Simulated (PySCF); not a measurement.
# K: changing the method

What do other methods print for K?

Program: PySCF 2.14.0. Level of theory: method and basis as typed in the scripts. These are calculated values, not measurements.

### 1 The atom

K: 1 atom, charge 0, spin multiplicity 2.

### 2 Base script

input.py

```python
from pyscf import gto, scf

mol = gto.M(
    atom='K 0 0 0',
    basis='sto-3g',
    charge=0,
    spin=1,
    verbose=4,
)
mf = scf.UHF(mol)
mf.kernel()
mf.dip_moment()
print('orbital energies (hartree):', [e[max(0, n-3):n+3].round(4) for e, n in zip(mf.mo_energy, mol.nelec)])
```

On the command line:

```console
$ OMP_NUM_THREADS=1 python input.py
```

### 3 CISD

Variant 1 changes step after the SCF: none → cisd; frozen orbitals: none → 5.

input.py: that of step 2 with these lines changed.

```diff
@@ -1,2 +1,2 @@
-from pyscf import gto, scf
+from pyscf import gto, scf, ci
 
@@ -11,2 +11,3 @@
 mf.kernel()
+ci.CISD(mf, frozen=5).kernel()
 mf.dip_moment()
```

### 4 O3lyp (UKS)

Variant 2 changes functional: none (Hartree–Fock) → o3lyp; SCF type: UHF → UKS; step after the SCF: none → analyze.

input.py

```python
from pyscf import gto, dft

mol = gto.M(
    atom='K 0 0 0',
    basis='sto-3g',
    charge=0,
    spin=1,
    verbose=4,
)
mf = dft.UKS(mol, xc='o3lyp')
mf.kernel()
mf.analyze()
print('orbital energies (hartree):', [e[max(0, n-3):n+3].round(4) for e, n in zip(mf.mo_energy, mol.nelec)])
```

### 5 ROHF

Variant 3 changes SCF type: UHF → ROHF.

input.py

```python
from pyscf import gto, scf

mol = gto.M(
    atom='K 0 0 0',
    basis='sto-3g',
    charge=0,
    spin=1,
    verbose=4,
)
mf = scf.ROHF(mol)
mf.kernel()
mf.dip_moment()
print('orbital energies (hartree):', mf.mo_energy[..., max(0, mol.nelec[1]-3):mol.nelec[0]+3].round(4))
```

### 6 CCSD(T)

Variant 4 changes step after the SCF: none → ccsd(t).

input.py: that of step 2 with these lines changed.

```diff
@@ -1,2 +1,2 @@
-from pyscf import gto, scf
+from pyscf import gto, scf, cc
 
@@ -11,2 +11,5 @@
 mf.kernel()
+mycc = cc.CCSD(mf)
+mycc.kernel()
+mycc.ccsd_t()
 mf.dip_moment()
```

### 7 Mn15l (UKS)

Variant 5 changes functional: none (Hartree–Fock) → mn15l; SCF type: UHF → UKS; step after the SCF: none → analyze.

input.py

```python
from pyscf import gto, dft

mol = gto.M(
    atom='K 0 0 0',
    basis='sto-3g',
    charge=0,
    spin=1,
    verbose=4,
)
mf = dft.UKS(mol, xc='mn15l')
mf.kernel()
mf.analyze()
print('orbital energies (hartree):', [e[max(0, n-3):n+3].round(4) for e, n in zip(mf.mo_energy, mol.nelec)])
```

### 8 Polarisability

Variant 6 changes step after the SCF: none → polarizability.

input.py: that of step 2 with these lines changed.

```diff
@@ -1,2 +1,3 @@
 from pyscf import gto, scf
+from pyscf.prop.polarizability import uhf as pol
 
@@ -11,2 +12,4 @@
 mf.kernel()
+print('polarizability (a.u.)')
+print(pol.Polarizability(mf).polarizability().round(4))
 mf.dip_moment()
```

Q: Predict the outcome of this session. Wanted: for each run, E(SCF); from base; gap, α spin; after the SCF.

As calculated:

```csv
run,E(SCF) (hartree),from base (eV),cycles,"gap, α spin (eV)",after the SCF
base,-593.077769,0,6,10.95,n/a
CISD,-593.077769,0.0000,6,10.95,"CISD correlation -0.395 eV, core frozen"
o3lyp (UKS),-593.805262,not comparable,5,5.36,n/a
ROHF,-593.077389,+0.0103,4,n/a,n/a
CCSD(T),-593.077769,0.0000,6,10.95,CCSD(T) correlation -0.416 eV
mn15l (UKS),-592.647121,not comparable,6,5.09,n/a
polarisability,-593.077769,0.0000,6,10.95,n/a
```

What this shows: The α-spin gap between the frontier levels is 5.1 eV with mn15l (0 % exact exchange) and 5.4 eV with o3lyp (12 %). Total energies of different functionals can't be compared with each other; differences within one functional can.
